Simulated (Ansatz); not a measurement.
This session for a comparison of dispersion corrections of GaH6NO3, SMILES [NH3+][Ga-]([OH])([OH])[OH] with the Python package of Ansatz (0.2.0) holds a mistake.

Notebook, run cell by cell (the value of a cell's last expression is shown):

In [1]:
```python
import ansatz
```

In [2]:
```python
mol = (
    ansatz.Crystal.molecule()
    .atom("N", (-1.2235, 0.4916, 0.5342))
    .atom("Ga", (0.4393, -0.1634, 0.0464))
    .atom("O", (1.4512, -0.2884, 1.5325))
    .atom("O", (1.3184, 0.9707, -1.1608))
    .atom("O", (0.2436, -1.8255, -0.7184))
    .atom("H", (-1.1642, 1.4989, 0.9489))
    .atom("H", (-1.7081, -0.0964, 1.214))
    .atom("H", (-1.8332, 0.6302, -0.3358))
    .atom("H", (2.349, -0.6373, 1.2623))
    .atom("H", (0.5926, 1.0395, -1.8732))
    .atom("H", (-0.3998, -1.677, -1.4295))
)
```

In [3]:
```python
calc = mol.calculation().basis("def2-SVP")
for name in ["revpbe", "pbe0"]:
    for correction in ("d3bj", "d4"):
        r = calc.functional(name, dispersion=correction).run().report
        print(f"{name:8s} {correction:5s} total {r['free_energy_ev']:.5f} eV, of which dispersion {1000 * r['dispersion']['energy']['ev']:.2f} meV")
```
```text
Traceback (most recent call last):
  File "<cell 3>", line 1, in <module>
    calc = mol.calculation().basis("def2-SVP")
  ...
ansatz.errors.InputError: .basis: cutoff (an energy: a number in eV, or e.g. 30 * az.Ry) is a number, got 'def2-SVP'
```

What is wrong, and how is it mended?

The fault: the basis name must go under gaussian=. The correction:

```diff
--- before
+++ after
@@
 # %%
-calc = mol.calculation().basis("def2-SVP")
+calc = mol.calculation().basis(gaussian="def2-SVP")
 for name in ["revpbe", "pbe0"]:
```

Notebook, run cell by cell (the value of a cell's last expression is shown):

(earlier cells as before)

**Cell 3**
```python
calc = mol.calculation().basis(gaussian="def2-SVP")
for name in ["revpbe", "pbe0"]:
    for correction in ("d3bj", "d4"):
        r = calc.functional(name, dispersion=correction).run().report
        print(f"{name:8s} {correction:5s} total {r['free_energy_ev']:.5f} eV, of which dispersion {1000 * r['dispersion']['energy']['ev']:.2f} meV")
```
Output:
```text
revpbe   d3bj  total -60090.19448 eV, of which dispersion -456.23 meV
revpbe   d4    total -60090.34615 eV, of which dispersion -607.90 meV
pbe0     d3bj  total -60081.20434 eV, of which dispersion -166.43 meV
pbe0     d4    total -60081.21779 eV, of which dispersion -179.88 meV
```

Notes:
- Total energies depend on the basis set; only differences at equal settings carry meaning.
- The geometry is a force-field or estimated start, not a minimum of this method, and the basis set is short of its limit. D4 holds the three-body term, and d3bj doesn't.
- It ran for 18 s on 1 thread of Arm Neoverse V1, with other jobs on the host, peak memory 0.32 GiB.

(Lines on the test bed's own set-up are left out of the output.)
